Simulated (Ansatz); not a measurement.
# HfC: the cost of one run

Program: Ansatz 0.2.0. Level of theory: DFT PBEsol, scalar-relativistic, plane waves, PAW. These are calculated values, not measurements.

1 further run of the same task is left out (set aside as unsound or not needed).

**1. The starting structure**

It takes space group Fm-3m (No. 225, cubic). Conventional cell: a = 4.629 Å, b = 4.629 Å, c = 4.629 Å, α = 90.00°, β = 90.00°, γ = 90.00°. Around Na (site symmetry m-3m) lie 6 F at 2.31 Å. F (site symmetry m-3m) has 6 Na at 2.31 Å as nearest neighbours.

Coordinates:

```
CELL_PARAMETERS angstrom
0.00000 2.31462 2.31462
2.31462 0.00000 2.31462
2.31462 2.31462 0.00000
ATOMIC_POSITIONS crystal
Na 0.00000 0.00000 0.00000
F 0.50000 0.50000 0.50000
```

This cell was relaxed beforehand with the same method: volume 12.40 Å³/atom, gap on the mesh 6.20 eV.

**2. The film's bulk: HfC**

Relaxed beforehand at this level: -7923.3525 eV/atom, gap on the mesh none (metal).

```cif
data_structure
_symmetry_space_group_name_H-M 'Fm-3m'
_symmetry_Int_Tables_number 225
_cell_length_a 4.6073
_cell_length_b 4.6073
_cell_length_c 4.6073
_cell_angle_alpha 90.000
_cell_angle_beta 90.000
_cell_angle_gamma 90.000
_cell_volume 97.80
loop_
_atom_site_label
_atom_site_type_symbol
_atom_site_symmetry_multiplicity
_atom_site_Wyckoff_symbol
_atom_site_fract_x
_atom_site_fract_y
_atom_site_fract_z
_atom_site_occupancy
Hf1 Hf 4 a 0.00000 0.00000 0.00000 1
C1 C 4 b 0.50000 0.00000 0.00000 1
```

**3. The film's bulk on the base's lattice**

The (100) plane of HfC is fitted to the (100) plane of NaF, a strain of +0.5 % along x and +0.5 % along y; the third vector and the atoms relax.

input.yaml reads:

```yaml
crystal:
  lattice:
    - [3.273371384, 0.0, 0.0]
    - [0.0, 3.273371384, 0.0]
    - [1.636685692, 1.636685692, 2.290573652]
  atoms:
    - { symbol: Hf, position: [0.0, 0.0, 0.0] }
    - { symbol: C, position: [0.5, 0.5, 0.0] }
basis:
  ecutwfc: 420
kpoints:
  mp_grid: { grid: [11, 11, 15] }
hamiltonian:
  xc: pbesol
scf:
  occupations: { method: gaussian, width: 0.1 }
output:
  forces: true
  stress: true
  eigenvalues: true
relax:
  adjacent_minimum: "off"
  f_tol: 0.01
  max_steps: 50
  cell: { fix: [a, b, gamma], stress_tol: 0.1 }
```

Command:

```bash
> ansatz run input.yaml --threads 2 --pin off --max-ram 6144MiB --backend cpu --events-out ev --progress --plain --runs-dir out
```

Q: Estimate wall time and peak memory on 2 threads of an Arm CPU, shared host.

About 31 s, with a peak of 0.51 GiB.
